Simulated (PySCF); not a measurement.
# BGeH6OP: the cost of one run

Computed with PySCF 2.14.0 and routines of our own; the level stands in each step. Atoms count from 0.

### 1 The system as given

10 atoms, charge 0, multiplicity 1; geometry from: GFN2-xTB.

### 2 Relaxing the molecule at PBE0-D3(BJ)/def2-SVP

What the job is given:

```
{"job": {"xc": "PBE0", "basis": "def2-SVP", "d3": "d3bj", "grid": 1, "maxiter": 30, "shake": 0.01, "kind": "geom"}, "charge": 0, "multiplicity": 1}
P      1.939280    -0.269610     0.616210
B      0.817290     0.911010    -0.450880
O     -0.512990     0.800210    -0.480490
Ge    -1.702970    -0.204930     0.240970
H      2.976130    -0.361910    -0.274900
H      1.320640    -1.417610     0.184460
H      1.324000     1.800060    -1.047930
H     -1.836530    -1.402660    -0.652070
H     -1.344700    -0.564990     1.664070
H     -2.929730     0.689490     0.179510
```

Run with:

```console
> OMP_NUM_THREADS=1 python heavy_run.py task.json out
```

This one command runs all jobs of the session in turn.

Q: Estimate the wall time and peak memory of this first job on 1 thread of Arm Neoverse V1, shared host.

About 31 s, with a peak of 0.45 GiB.
